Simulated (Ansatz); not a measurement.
# AlCl2FH2: the cost of one run

All numbers below are computed with Ansatz 0.2.0 (UKS B3LYP/STO-3G).

## (1) The system as given

Bond lengths: Al1–Cl3 2.008 Å, Al1–Cl4 2.008 Å, Al1–F6 2.110 Å. Angles: Cl3–Al1–Cl4 138.3°, Cl3–Al1–F6 107.1°, Cl4–Al1–F6 108.4°.

Structure file:

```xyz
6

Al   -0.3927    0.4772   -0.2195
H    -0.1863   -1.3771    0.5084
Cl   -0.6348    0.3544   -2.2095
Cl   -1.0447    1.6121    1.3035
H     0.6801   -0.9248    0.4106
F     1.5784   -0.1419    0.2065
```

## (2) Run 1

150 steps of 0.5 fs at constant energy, with velocities drawn for 1000 K.

Input file input.yaml:

```yaml
crystal:
  periodic: [false, false, false]
  atoms:
    - { symbol: Al, position_ang: [-0.3927, 0.4772, -0.2195] }
    - { symbol: H, position_ang: [-0.1863, -1.3771, 0.5084] }
    - { symbol: Cl, position_ang: [-0.6348, 0.3544, -2.2095] }
    - { symbol: Cl, position_ang: [-1.0447, 1.6121, 1.3035] }
    - { symbol: H, position_ang: [0.6801, -0.9248, 0.4106] }
    - { symbol: F, position_ang: [1.5784, -0.1419, 0.2065] }
magnetization:
  spin_polarized: true
basis:
  gaussian: { orbitals: STO-3G }
hamiltonian:
  xc: b3lyp
md:
  timestep: 0.5
  n_steps: 150
  ensemble: nve
  temperature: 1000.0
  initial_velocities: maxwell_boltzmann
  seed: 927741
```

The run is started by

```
> ansatz run input.yaml --threads 1 --pin off --max-ram 2048MiB --backend cpu --events-out ev --progress --plain --runs-dir out
```

Q: Estimate wall time and peak memory on 1 thread of an Arm CPU, shared host.

About 5.1 min, with a peak of 0.12 GiB.
